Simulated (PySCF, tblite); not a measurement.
# C5H4F2N2O: a rotation path, then NMR shifts on frames, part 2 of 2

tblite 0.8.0 and PySCF 2.14.0. Atoms count from 0.

### 5 Shielding tensors: image 3, PBE0/pcSseg-1

The job: settings as JSON, then the geometry in Å.

```
{"job": {"kind": "nmr", "xc": "PBE0", "basis": "pcSseg-1", "pop": false}, "charge": 0, "multiplicity": 1}
F      2.624500    -0.399100    -1.111400
C      2.054200     0.711900    -0.578700
F      3.058700     1.533100    -0.259500
O      1.364900     0.430600     0.548300
C      0.080100    -0.079900     0.380600
C     -1.028500     0.741500     0.482000
C     -2.268400     0.112800     0.364200
N     -2.397600    -1.181300     0.156400
N     -1.353900    -1.941300     0.053700
C     -0.139100    -1.441800     0.159000
H      1.448400     1.180100    -1.379300
H     -0.934600     1.802400     0.654000
H     -3.191000     0.669700     0.439300
H      0.681600    -2.139000     0.069500
```

With the program's defaults for keys left out, this is: GIAO PBE0/pcSseg-1 NMR shielding, non-relativistic, gas phase.

What it wrote:

```text
coarse grid: 13296 points
cycle   1  E = -576.4187299350  dE =  2.051e+00  |g| = 8.680e-01  |ddm| = 3.718e+00
cycle   2  E = -576.3061435154  dE =  1.126e-01  |g| = 1.223e+00  |ddm| = 1.342e+00
cycle   3  E = -576.5464802790  dE = -2.403e-01  |g| = 1.141e-01  |ddm| = 7.957e-01
cycle   4  E = -576.5474387577  dE = -9.585e-04  |g| = 8.925e-02  |ddm| = 1.561e-01
cycle   5  E = -576.5493772069  dE = -1.938e-03  |g| = 1.011e-02  |ddm| = 1.032e-01
cycle   6  E = -576.5493954674  dE = -1.826e-05  |g| = 4.605e-03  |ddm| = 1.417e-02
cycle   7  E = -576.5493996058  dE = -4.138e-06  |g| = 1.107e-03  |ddm| = 4.172e-03
final grid: 133928 points
cycle   8  E = -576.6283966196  dE = -4.191e-05  |g| = 1.021e-02  |ddm| = 4.003e-02
cycle   9  E = -576.6283759338  dE =  2.069e-05  |g| = 1.477e-02  |ddm| = 2.007e-02
cycle  10  E = -576.6284158573  dE = -3.992e-05  |g| = 1.809e-03  |ddm| = 1.231e-02
cycle  11  E = -576.6284165950  dE = -7.377e-07  |g| = 5.746e-04  |ddm| = 2.102e-03
cycle  12  E = -576.6284166631  dE = -6.808e-08  |g| = 1.514e-04  |ddm| = 6.640e-04
cycle  13  E = -576.6284166674  dE = -4.319e-09  |g| = 5.852e-05  |ddm| = 1.750e-04
cycle  14  E = -576.6284166680  dE = -6.164e-10  |g| = 1.648e-05  |ddm| = 5.323e-05
converged SCF energy = -576.6284166680

GIAO shielding tensors (ppm)
atom      isotropic    diamagn.    paramagn.     s11        s22        s33       span
  0 F      259.817     472.745    -212.927    172.530    249.580    357.342    184.812
  1 C       62.006     241.246    -179.240     45.335     66.732     73.952     28.616
  2 F      268.739     467.324    -198.586    180.240    287.887    338.089    157.849
  3 O      177.009     402.630    -225.621    129.365    165.257    236.405    107.041
  4 C       27.433     257.239    -229.806    -73.924     36.918    119.305    193.230
  5 C       62.784     254.674    -191.890    -40.765     58.071    171.045    211.810
  6 C       30.623     250.947    -220.324    -94.666     42.196    144.338    239.005
  7 N     -202.632     321.237    -523.870   -664.087   -202.940    259.131    923.218
  8 N     -213.106     321.166    -534.271   -671.199   -207.922    239.803    911.002
  9 C       32.905     249.689    -216.784    -85.758     43.733    140.739    226.497
 10 H       25.450      29.055      -3.606     22.722     25.040     28.587      5.865
 11 H       24.392      32.124      -7.731     21.062     22.292     29.823      8.761
 12 H       21.987      28.364      -6.378     18.874     19.371     27.715      8.840
 13 H       21.902      30.246      -8.344     17.378     19.169     29.158     11.780
```

Wall time 47 s (1 thread of Intel Xeon Platinum 8488C, shared host); peak memory 0.86 GiB.

This run: δ C4 159.5, C6 156.3, C9 154.0, C1 124.9, H13 9.82, H12 9.73 ppm.

### 6 NMR shieldings: image 5, PBE0/pcSseg-1

The job: settings as JSON, then the geometry in Å.

```
{"job": {"kind": "nmr", "xc": "PBE0", "basis": "pcSseg-1", "pop": false}, "charge": 0, "multiplicity": 1}
F      2.333100     0.226300    -1.682300
C      1.978400     0.878100    -0.545800
F      3.094300     1.438500    -0.071000
O      1.503300     0.000500     0.366700
C      0.152600    -0.290700     0.333900
C     -0.863500     0.646900     0.267100
C     -2.162000     0.136100     0.225200
N     -2.433100    -1.151400     0.241800
N     -1.477600    -2.021200     0.352400
C     -0.222200    -1.637900     0.407900
H      1.273000     1.676100    -0.838800
H     -0.688800     1.712300     0.253500
H     -3.017200     0.793400     0.165900
H      0.529000    -2.407500     0.501200
```

With the program's defaults for keys left out, this is: GIAO PBE0/pcSseg-1 NMR shielding, non-relativistic, gas phase.

What it wrote:

```text
coarse grid: 13296 points
cycle   1  E = -576.4169882523  dE =  2.070e+00  |g| = 8.677e-01  |ddm| = 3.709e+00
cycle   2  E = -576.3025472407  dE =  1.144e-01  |g| = 1.226e+00  |ddm| = 1.401e+00
cycle   3  E = -576.5452530242  dE = -2.427e-01  |g| = 1.232e-01  |ddm| = 8.358e-01
cycle   4  E = -576.5465804566  dE = -1.327e-03  |g| = 9.206e-02  |ddm| = 1.691e-01
cycle   5  E = -576.5486432949  dE = -2.063e-03  |g| = 1.127e-02  |ddm| = 1.106e-01
cycle   6  E = -576.5486663256  dE = -2.303e-05  |g| = 4.591e-03  |ddm| = 1.436e-02
cycle   7  E = -576.5486705408  dE = -4.215e-06  |g| = 6.759e-04  |ddm| = 3.598e-03
final grid: 133928 points
cycle   8  E = -576.6274189878  dE = -4.568e-05  |g| = 1.042e-02  |ddm| = 3.980e-02
cycle   9  E = -576.6273992631  dE =  1.972e-05  |g| = 1.496e-02  |ddm| = 1.875e-02
cycle  10  E = -576.6274389855  dE = -3.972e-05  |g| = 1.560e-03  |ddm| = 1.114e-02
cycle  11  E = -576.6274394979  dE = -5.124e-07  |g| = 5.347e-04  |ddm| = 1.802e-03
cycle  12  E = -576.6274395529  dE = -5.495e-08  |g| = 1.808e-04  |ddm| = 6.304e-04
cycle  13  E = -576.6274395597  dE = -6.876e-09  |g| = 6.477e-05  |ddm| = 2.288e-04
cycle  14  E = -576.6274395606  dE = -8.185e-10  |g| = 1.708e-05  |ddm| = 6.161e-05
converged SCF energy = -576.6274395606

GIAO shielding tensors (ppm)
atom      isotropic    diamagn.    paramagn.     s11        s22        s33       span
  0 F      254.519     472.173    -217.654    169.775    250.417    343.366    173.590
  1 C       61.939     242.248    -180.309     46.354     64.427     75.037     28.683
  2 F      276.238     466.946    -190.708    186.495    299.945    342.273    155.778
  3 O      172.658     401.483    -228.825    123.099    150.416    244.460    121.360
  4 C       27.563     257.158    -229.596    -71.505     34.466    119.726    191.231
  5 C       70.677     257.901    -187.224    -28.664     61.076    179.619    208.283
  6 C       32.206     250.037    -217.831    -92.030     42.618    146.031    238.061
  7 N     -191.924     321.003    -512.927   -636.199   -196.933    257.360    893.559
  8 N     -211.041     320.488    -531.529   -666.876   -208.034    241.786    908.662
  9 C       35.504     249.057    -213.553    -81.649     47.367    140.793    222.442
 10 H       24.805      29.635      -4.830     20.792     24.987     28.636      7.844
 11 H       24.684      32.677      -7.993     20.875     22.864     30.314      9.439
 12 H       22.153      28.579      -6.426     19.058     19.520     27.882      8.823
 13 H       22.024      29.715      -7.691     17.688     19.552     28.833     11.144
```

It took 44 s on 1 thread of Intel Xeon Platinum 8488C, shared host; peak memory 0.86 GiB.

Key values: δ C4 159.4, C6 154.7, C9 151.4, C1 125.0, H13 9.69, H12 9.56 ppm.

### 7 NMR shieldings: image 8, PBE0/pcSseg-1

The job: settings as JSON, then the geometry in Å.

```
{"job": {"kind": "nmr", "xc": "PBE0", "basis": "pcSseg-1", "pop": false}, "charge": 0, "multiplicity": 1}
F      1.680800     1.329600    -1.665600
C      1.977600     0.984600    -0.389000
F      3.309000     0.951200    -0.304000
O      1.515800    -0.252000    -0.080300
C      0.167700    -0.433200     0.102300
C     -0.819900     0.494600    -0.175000
C     -2.130300     0.092400     0.091400
N     -2.440500    -1.091300     0.572900
N     -1.508800    -1.963000     0.816600
C     -0.246600    -1.678600     0.601700
H      1.599500     1.791200     0.269400
H     -0.617200     1.468900    -0.591000
H     -2.962900     0.754700    -0.095600
H      0.475100    -2.449600     0.824100
```

With the program's defaults for keys left out, this is: GIAO PBE0/pcSseg-1 NMR shielding, non-relativistic, gas phase.

What it wrote:

```text
coarse grid: 13296 points
cycle   1  E = -576.4222265995  dE =  2.078e+00  |g| = 8.620e-01  |ddm| = 3.718e+00
cycle   2  E = -576.3107734817  dE =  1.115e-01  |g| = 1.213e+00  |ddm| = 1.429e+00
cycle   3  E = -576.5491475963  dE = -2.384e-01  |g| = 1.254e-01  |ddm| = 8.520e-01
cycle   4  E = -576.5506427911  dE = -1.495e-03  |g| = 9.063e-02  |ddm| = 1.688e-01
cycle   5  E = -576.5526187443  dE = -1.976e-03  |g| = 1.244e-02  |ddm| = 1.096e-01
cycle   6  E = -576.5526467606  dE = -2.802e-05  |g| = 4.821e-03  |ddm| = 1.503e-02
cycle   7  E = -576.5526514397  dE = -4.679e-06  |g| = 7.890e-04  |ddm| = 3.851e-03
final grid: 133928 points
cycle   8  E = -576.6316977216  dE = -4.738e-05  |g| = 1.079e-02  |ddm| = 4.259e-02
cycle   9  E = -576.6316732987  dE =  2.442e-05  |g| = 1.596e-02  |ddm| = 2.004e-02
cycle  10  E = -576.6317191024  dE = -4.580e-05  |g| = 1.827e-03  |ddm| = 1.232e-02
cycle  11  E = -576.6317198297  dE = -7.273e-07  |g| = 5.814e-04  |ddm| = 2.072e-03
cycle  12  E = -576.6317198959  dE = -6.623e-08  |g| = 1.821e-04  |ddm| = 6.786e-04
cycle  13  E = -576.6317199027  dE = -6.750e-09  |g| = 6.892e-05  |ddm| = 2.311e-04
cycle  14  E = -576.6317199036  dE = -9.009e-10  |g| = 1.744e-05  |ddm| = 6.340e-05
converged SCF energy = -576.6317199036

GIAO shielding tensors (ppm)
atom      isotropic    diamagn.    paramagn.     s11        s22        s33       span
  0 F      267.378     474.125    -206.747    196.798    257.882    347.456    150.658
  1 C       64.973     239.839    -174.866     45.780     72.531     76.607     30.827
  2 F      276.107     466.689    -190.582    179.268    305.194    343.859    164.591
  3 O      161.783     400.418    -238.635    124.265    152.666    208.416     84.151
  4 C       29.038     257.564    -228.526    -67.739     30.872    123.980    191.719
  5 C       74.024     259.936    -185.911    -20.302     62.895    179.480    199.781
  6 C       32.312     249.611    -217.298    -92.539     42.966    146.510    239.048
  7 N     -182.627     320.734    -503.362   -612.977   -193.073    258.168    871.145
  8 N     -206.192     320.041    -526.233   -654.628   -207.070    243.123    897.751
  9 C       39.048     248.144    -209.096    -74.924     49.249    142.818    217.741
 10 H       24.851      28.731      -3.880     22.044     24.617     27.892      5.847
 11 H       24.808      33.371      -8.563     20.268     23.537     30.620     10.352
 12 H       22.233      28.746      -6.513     19.194     19.444     28.062      8.868
 13 H       22.130      29.332      -7.202     18.250     19.329     28.811     10.561
```

It took 48 s on 1 thread of Intel Xeon Platinum 8488C, shared host; peak memory 0.86 GiB.

This run: δ C4 157.9, C6 154.6, C9 147.9, C1 122.0, H13 9.59, H12 9.48 ppm.

### 8 Run by run: NMR shifts

Shifts (ppm) of some atoms, chosen among heavy atoms and hydrogens apart, with basis size and wall time:

| frame | C9 | C5 | H11 | H10 | F0 | O3 | N7 | functions | time |
| --- | --- | --- | --- | --- | --- | --- | --- | --- | --- |
| image 0 | 142.2 | 119.1 | 7.25 | 6.97 | -95.1 | 170.9 | 457.3 | 190 | 58 s |
| image 1 | 145.5 | 120.8 | 7.29 | 6.55 | -88.6 | 166.6 | 461.6 | 190 | 37 s |
| image 3 | 154.0 | 124.1 | 7.32 | 6.27 | -88.9 | 159.1 | 470.4 | 190 | 47 s |
| image 5 | 151.4 | 116.2 | 7.03 | 6.91 | -83.6 | 163.4 | 459.7 | 190 | 44 s |
| image 8 | 147.9 | 112.9 | 6.91 | 6.87 | -96.4 | 174.3 | 450.4 | 190 | 48 s |

### 9 Outcome

The summary covers parts 1 to 2.

```
                                         quantity                                  value
                                          barrier     0.163 eV (3.7 kcal/mol) at image 3
                            end to end (GFN2-xTB)                              -0.005 eV
  ¹³C shifts against TMS (PBE0/pcSseg-1, image 0)  158.4, 155.6, 142.2, 121.4, 119.1 ppm
   ¹H shifts against TMS (PBE0/pcSseg-1, image 0)             9.62, 9.45, 7.25, 6.97 ppm
¹⁹F shifts against CFCl3 (PBE0/pcSseg-1, image 0)                      -95.1, -104.2 ppm
  ¹⁷O shifts against H2O (PBE0/pcSseg-1, image 0)                              170.9 ppm
  ¹⁵N shifts against NH3 (PBE0/pcSseg-1, image 0)                       478.4, 457.3 ppm
            surface potential, 1st and 99th percentile                     -1.80 V and 1.80 V
                         range of the shift of N7                     450.4 to 470.4 ppm
```

**Reading.** Along the band the dihedral turns by 179°, and the top (dihedral -99°) lies 3.7 kcal/mol above the start (GFN2-xTB, rough), so at room temperature this motion is fast. Ends this close can change order at a higher level. The top was not checked by a frequency run. Shifts at one fixed geometry are not the observed spectrum, which averages over the motion. NICS(1)zz of -28 ppm above the planar ring from C4 marks a diatropic (aromatic) ring current. By nearest atom (PBE0/pcSseg-1), the HOMO sits on N7, N8 about 40 % each; C6, C9 about 7 % each and the LUMO on N8 28 %; C5 22 %. In ppm, N7 moves most: its shift spreads over 20.0 ppm, from 450.4 (image 8) to 470.4 (image 3).
